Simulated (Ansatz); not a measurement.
# CuSiH3+ (doublet): wave-function methods side by side, def2-SVP

An exercise on one series of results from a longer session: the logs are not shown, and one member is left open.

The runs use Ansatz 0.2.0, Gaussian basis; def2-SVP, core rule «outside noble gas», up to 14 orbitals frozen.

The runs, in order: UHF; CCSD(T) on ROHF; CCSD(T) on UHF; CISD; CCSDT(Q) on ROHF; CCSDT(Q) on UHF.

2 further runs of the same task are left out: 2 set aside as unsound or not needed.

## The system

The geometry is a PBE0/def2-TZVP stationary point (not a proven minimum).

5 atoms, charge 1, spin multiplicity 2.

Atoms are counted from 1 here; the program's logs count them from 0.

Bond lengths: Cu1–Si2 2.438 Å, Si2–H3 1.478 Å, Si2–H4 1.478 Å, Si2–H5 1.478 Å. Angles: Cu1–Si2–H3 99.6°, Cu1–Si2–H4 99.6°, Cu1–Si2–H5 99.6°, H3–Si2–H4 117.3°, H3–Si2–H5 117.3°, H4–Si2–H5 117.3°.

The first run:

in.yaml reads:

```yaml
crystal:
  periodic: [false, false, false]
  atoms:
    - {symbol: Cu, position_ang: [-0.809016, 0.005331, 0.003761]}
    - {symbol: Si, position_ang: [1.628685, -0.010731, -0.007572]}
    - {symbol: H, position_ang: [1.864638, -1.470038, -0.003379]}
    - {symbol: H, position_ang: [1.884907, 0.721076, 1.251029]}
    - {symbol: H, position_ang: [1.873108, 0.711914, -1.273790]}
basis:
  gaussian: {orbitals: def2-SVP}
total_charge: 1
magnetization: {spin_polarized: true, initial_magnetization: 1}
hamiltonian: {xc: hf}
output: {orbitals: {seedname: orbitals}}
```

Command:

```console
$ ansatz run in.yaml --threads 1 --pin off --events-out ev --progress --plain --max-ram 4096MiB --backend cpu
```

Steps of the session up to this table: UHF; CCSD(T) on ROHF; CCSD(T) on UHF; CISD; CCSDT(Q) on ROHF; CCSDT(Q) on UHF.

One table of the session follows, with a row left open; its other results are not shown here.

| method | from RCCSDT(Q) (kJ/mol) |
| --- | --- |
| ROHF | +1018.9 |
| UHF | +1012.7 |
| RMP2 | +16.0 |
| UMP2 | +13.6 |
| CISD | +117.4 |
| RCCSD | +30.8 |
| UCCSD | +31.4 |
| RCCSD(T) | -6.2 |
| UCCSD(T) | -6.4 |
| RCCSDT | -7.7 |
| UCCSDT | ? |
| RCCSDT(Q) | 0 |
| UCCSDT(Q) | -2.2 |

Q: Estimate the row for UCCSDT from the others.

**Answer.** from RCCSDT(Q) (kJ/mol): -7.8. In the column «from RCCSDT(Q) (kJ/mol)» it is the lowest.

To keep in mind: Restricted and unrestricted rows rest on different reference determinants; where their highest levels disagree by more than a few hundredths of an eV, they describe different states and don't form one ladder.
